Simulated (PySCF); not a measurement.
**ortho-Tolunitrile (C8H7N): geometry, NMR shifts, spin-spin couplings, electronic excitations and core binding energies**

What NMR shifts, spin-spin couplings, electronic excitations and core binding energies should ortho-Tolunitrile (C8H7N) (`Cc1ccccc1C#N`) show?

The runs use PySCF 2.14.0, with density-fitted response routines of our own; the level of theory stands in each step. All values are computed, except where a source is named. Atoms count from 0, in the outputs and in this text.

## 1. The starting structure

16 atoms, charge 0, multiplicity 1; geometry from: GFN2-xTB.

Bonds of the start (Å): C0–C1 1.50, C1–C2 1.39, C2–C3 1.39, C3–C4 1.39, C4–C5 1.38, C5–C6 1.39, C6–C7 1.41, C7–N8 1.15, C6–C1 1.40, C0–H9 1.09, C0–H10 1.09, C0–H11 1.09, C2–H12 1.08, C3–H13 1.08, C4–H14 1.08, C5–H15 1.08.

## 2. Relaxing the molecule at PBE0-D3(BJ)/def2-SVP

Job settings and geometry (Å):

```
{"job": {"xc": "PBE0", "basis": "def2-SVP", "d3": "d3bj", "grid": 1, "kind": "geom"}, "charge": 0, "multiplicity": 1}
C      1.976620     0.819043     0.135458
C      0.539229     0.415543     0.038855
C     -0.480782     1.353057    -0.016148
C     -1.807522     0.964319    -0.105536
C     -2.142510    -0.379833    -0.142386
C     -1.146618    -1.335356    -0.089327
C      0.188172    -0.941763    -0.000263
C      1.194975    -1.932620     0.053145
N      2.007893    -2.740515     0.095845
H      2.075402     1.901488     0.156301
H      2.427628     0.407259     1.038205
H      2.539545     0.430131    -0.713099
H     -0.232123     2.404106     0.012695
H     -2.583633     1.714200    -0.146793
H     -3.176375    -0.682121    -0.211610
H     -1.387500    -2.387994    -0.116753
```

**Question.** This job is followed by: GIAO PBE0/pcSseg-1 NMR shielding, non-relativistic, gas phase; B3LYP/pcJ-1 indirect spin-spin coupling, non-relativistic, gas phase; TDDFT B3LYP/def2-SVPD, vertical, gas phase, core orbitals frozen in the response; GIAO HF/pcSseg-1 NMR shielding, non-relativistic, gas phase; delta-SCF UKS SCAN, pcX-2 on the ionised atom, pcseg-1 elsewhere, spin-free X2C. What will the session give for the following? point group; rotational constants (main isotopes); 13C shifts against TMS (PBE0/pcSseg-1); 1H shifts against TMS (PBE0/pcSseg-1, means over atoms taken as alike); 15N shifts against NH3 (PBE0/pcSseg-1); largest coupling of the table (B3LYP/pcJ-1); lowest singlet (B3LYP/def2-SVPD); brightest single state of those computed; lowest triplet; vertical ionisation energy (ΔSCF); vertical electron affinity (ΔSCF); C1s binding energies, SCAN/pcX-2 (standing for 6 of 8 atoms); N1s binding energies, SCAN/pcX-2; range of the shift of N8.

**Answer**, as computed:

| quantity | value |
| --- | --- |
| point group | Cs |
| rotational constants (main isotopes) | 2.90, 1.50, 0.99 GHz |
| 13C shifts against TMS (PBE0/pcSseg-1) | 149.7, 139.5, 137.6, 135.2, 131.2, 123.4, 118.0, 23.2 ppm |
| 1H shifts against TMS (PBE0/pcSseg-1, means over atoms taken as alike) | 7.71, 7.53, 7.39, 7.36, 2.58 ppm |
| 15N shifts against NH3 (PBE0/pcSseg-1) | 327.8 ppm |
| largest coupling of the table (B3LYP/pcJ-1) | 1J(C,H) C5–H15, 172.0 Hz |
| lowest singlet (B3LYP/def2-SVPD) | 4.92 eV (252 nm), f = 0.026 |
| brightest single state of those computed | state 5, 6.55 eV, f = 0.454 |
| lowest triplet | 3.70 eV |
| vertical ionisation energy (ΔSCF) | 9.33 eV |
| vertical electron affinity (ΔSCF) | -0.09 eV (unbound: the value hangs on the basis) |
| C1s binding energies, SCAN/pcX-2 (standing for 6 of 8 atoms) | C6 291.48, C0 291.10, C5 290.81, C3 290.70, C4 290.66, C2 290.64 eV |
| N1s binding energies, SCAN/pcX-2 | N8 404.53 eV |
| range of the shift of N8 | 327.8 to 334.3 ppm |

The optimisation took 4 steps and gained 0.050 eV; among the close pairs (by a distance rule), C6–C7 changed most, from 1.414 to 1.432 Å. At PBE0/pcSseg-1: The largest span, 438 ppm, is at N8, where the paramagnetic term is -404 ppm. Of the pairs tabulated at B3LYP/pcJ-1, C5–H15 couples most strongly (172.0 Hz; Fermi contact 171.1 Hz). The lowest singlet, at 4.92 eV, is HOMO→LUMO 0.38, HOMO−1→LUMO 0.35 and is weak; of the 10 states computed, the strongest absorption comes from state 5 at 6.55 eV. The lowest triplet lies 1.22 eV below the lowest singlet (triplets in Tamm-Dancoff, singlets in full TDDFT). ΔSCF puts the ionisation energy at 9.33 eV, 1.94 eV above −ε(HOMO). C6 (substituted aromatic carbon) binds its C1s electron 0.84 eV more tightly than C2 (aromatic CH). Only 6 of the 8 C atoms are covered by sound results. In ppm, N8 moves most: its shift spreads over 6.5 ppm, from 327.8 (PBE0/pcSseg-1) to 334.3 (HF/pcSseg-1).
